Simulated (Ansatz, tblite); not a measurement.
# The cluster Pb₃S₈: one state, many levels

An exercise on one series of results from a longer session: the logs are not shown, and one member is left open.

Computed with Ansatz 0.2.0, Gaussian basis. Level: as each input shows.

Levels to be run: GFN1-xTB, GFN2-xTB, PBE-D4/def2-TZVP, r2SCAN-D4/def2-TZVP, HF/def2-TZVP, B97M-V/def2-TZVP, PBE-D4/def2-SVP, PBE0-D4/def2-SVP, MP2/def2-SVP.

6 further runs of the same task are left out: 5 that didn't finish, 1 set aside as unsound or not needed.

## The structure

The singlet was relaxed beforehand with PBE-D4/def2-SVP. At that level it is the lowest of the isomers that a small search found.

11 atoms, charge 0, spin multiplicity 1.

Bond lengths: Pb1–S8 2.867 Å, Pb1–S9 2.747 Å, Pb1–S11 2.811 Å, Pb2–S5 2.978 Å, Pb2–S8 2.732 Å, Pb2–S9 2.684 Å, Pb3–S4 2.767 Å, Pb3–S9 2.690 Å, Pb3–S10 2.738 Å, S4–S6 2.135 Å, S5–S8 2.216 Å, S5–S11 2.060 Å, S6–S7 2.094 Å, S7–S10 2.085 Å. Angles: S8–Pb1–S9 89.6°, S8–Pb1–S11 73.4°, S9–Pb1–S11 83.9°, S5–Pb2–S8 45.4°, S5–Pb2–S9 86.3°, S8–Pb2–S9 93.8°, S4–Pb3–S9 89.2°, S4–Pb3–S10 91.0°, S9–Pb3–S10 87.2°, Pb3–S4–S6 99.6°, Pb2–S5–S8 61.4°, Pb2–S5–S11 113.5°, S8–S5–S11 104.9°, S4–S6–S7 102.8°, S6–S7–S10 103.8°, Pb1–S8–Pb2 86.4°, Pb1–S8–S5 85.5°, Pb2–S8–S5 73.1° and more.

As a file:

```xyz
11

Pb   -0.7747   -1.5721    0.3023
Pb   -0.8370    2.2516    0.5572
Pb    0.7428    0.8602   -2.7562
S     2.0136    1.6423   -0.4262
S    -2.5005    0.6091    2.4012
S     2.1722   -0.2521    0.5462
S     2.9424   -1.4853   -0.9607
S    -0.3039    0.3147    2.4092
S    -1.5206    0.4917   -1.3507
S     1.3260   -1.7665   -2.2473
S    -3.2604   -1.0935    1.5252
```

Pb takes a core potential in the def2 sets. No spin-orbit coupling is included.

PBE0-D4/def2-TZVP was run before; its log isn't repeated, and its numbers join the tables.

The first run:

Tight binding, by tblite at 300 K electronic temperature and without a spin-polarisation term:

```python
tblite.interface.Calculator('GFN1-xTB', numbers, positions, charge=0, uhf=0).singlepoint()
```

Tight binding, by tblite at 300 K electronic temperature and without a spin-polarisation term:

```python
tblite.interface.Calculator('GFN2-xTB', numbers, positions, charge=0, uhf=0).singlepoint()
```

start.molden holds the orbitals of an earlier run on this state, given as this run's starting guess.

in.yaml

```yaml
crystal:
  periodic: [false, false, false]
  atoms:
    - {symbol: Pb, position_ang: [-0.774688, -1.572115, 0.302309]}
    - {symbol: Pb, position_ang: [-0.836967, 2.251634, 0.557174]}
    - {symbol: Pb, position_ang: [0.742788, 0.860208, -2.756170]}
    - {symbol: S, position_ang: [2.013557, 1.642272, -0.426238]}
    - {symbol: S, position_ang: [-2.500472, 0.609062, 2.401204]}
    - {symbol: S, position_ang: [2.172231, -0.252132, 0.546157]}
    - {symbol: S, position_ang: [2.942352, -1.485258, -0.960700]}
    - {symbol: S, position_ang: [-0.303864, 0.314687, 2.409167]}
    - {symbol: S, position_ang: [-1.520575, 0.491704, -1.350742]}
    - {symbol: S, position_ang: [1.326020, -1.766542, -2.247337]}
    - {symbol: S, position_ang: [-3.260383, -1.093519, 1.525176]}
basis:
  gaussian: {orbitals: def2-TZVP, initial_orbitals: start.molden}
hamiltonian: {xc: pbe, dispersion: d4}
scf: {omitted_lower_state_checks: [starts]}
output: {forces: true, orbitals: {seedname: orbitals}}
```

Run with:

```
> ansatz run in.yaml --threads 4 --pin off --events-out ev --progress --plain --max-ram 6963MiB
```

Among the steps run: PBE-D4/def2-TZVP; r2SCAN-D4/def2-TZVP; HF/def2-TZVP; B97M-V/def2-TZVP; PBE-D4/def2-SVP; PBE0-D4/def2-SVP; MP2/def2-SVP.

One table of the session follows, with a row left open; its other results are not shown here.

It belongs to the step «Binding energy». 

| level | binding an atom (eV) |
| --- | --- |
| HF/def2-SVP | 1.302 |
| HF/def2-TZVP | 1.385 |
| PBE-D4/def2-SVP | 3.200 |
| PBE-D4/def2-TZVP | 3.258 |
| r2SCAN-D4/def2-TZVP | 3.053 |
| B97M-V/def2-TZVP | 3.131 |
| PBE0-D4/def2-SVP | 2.971 |
| PBE0-D4/def2-TZVP | ? |
| MP2/def2-SVP | 2.512 |

Q: Estimate the row for PBE0-D4/def2-TZVP from the others.

As computed: binding an atom (eV): 3.046. In the column «binding an atom (eV)» it lies between PBE0-D4/def2-SVP (2.971) and r2SCAN-D4/def2-TZVP (3.053).

To keep in mind: Free atoms were run apart at each level; binding is atoms less cluster, divided by the number of atoms, without zero-point or spin-orbit terms.
